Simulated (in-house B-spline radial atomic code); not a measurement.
# Tm⁵¹⁺: ionisation energy by several methods

Wanted: one ionisation energy, Tm⁵¹⁺ to configuration [Ne] 3s2 3p5, up the ladder of functionals.

The numbers are computed with in-house B-spline radial atomic code version 1 (Dirac-Coulomb, several functionals; spherical all-electron atom at the radial basis limit), except any that are marked as measured or tabulated.

## 1. The atom as given

```
element       : thulium (Z = 69)
charge        : +51
electrons     : 18
configuration : [Ne] 3s2 3p6
nucleus       : Fermi, rms radius 5.226 fm
```

Outer shells as boxes (Hund's rule):

[Ne] 3s2 3p6
```
[Ne] core
3s [↑↓]
3p [↑↓][↑↓][↑↓]
```

## 2. LDA (VWN5)

Input settings:

```ini
Z = 69
electrons = 18.0
configuration = [Ne] 3s2 3p6
hamiltonian = dirac
method = lda,vwn
spin_polarised = False
nucleus = fermi
rms_radius = 5.2256
mass_number = 169
atomic_mass = 168.934218956
speed_of_light = 137.035999084
```

## 3. OLYP

The settings differ from step 2 so:

```diff
@@ -4,3 +4,3 @@
 hamiltonian = dirac
-method = lda,vwn
+method = optx,lyp
 spin_polarised = False
```

## 4. BLYP

The settings differ from step 3 so:

```diff
@@ -4,3 +4,3 @@
 hamiltonian = dirac
-method = optx,lyp
+method = b88,lyp
 spin_polarised = False
```

Before running: The tabulated ionisation energy is 4812 ± 4 eV (tabulated theoretical; NIST Atomic Spectra Database). What does each method give, and which comes nearest?

As calculated:

| method | rung | total energy (hartree) | ΔSCF (eV) | with Breit, QED, recoil (eV) | −ε highest (eV) | corrected ΔSCF less tabulated (eV) |
| --- | --- | --- | --- | --- | --- | --- |
| LDA (VWN5) | LDA | -11064.6021 | 4903.81 | 4897.96 | 4761.90 (3p3/2) | +85.96 |
| OLYP | GGA | -11075.0664 | 4909.98 | 4904.11 | 4768.36 (3p3/2) | +92.11 |
| BLYP | GGA | -11074.4966 | 4905.78 | 4899.92 | 4763.95 (3p3/2) | +87.92 |

**Reading.** The tabulated ionisation energy is 4812 ± 4 eV (tabulated theoretical; NIST Atomic Spectra Database). LDA (VWN5) comes nearest (+85.96 eV) and OLYP is farthest (+92.11 eV, 1.9 %). All methods miss on the same side by much the same amount, which points to something that they share. Open shells are averaged (over orientations, and over spins where the run is restricted), while tables refer to the lowest levels.

Members of this set that are not shown: 1 used exact exchange with fractional occupations of an open shell, which is unsound here.
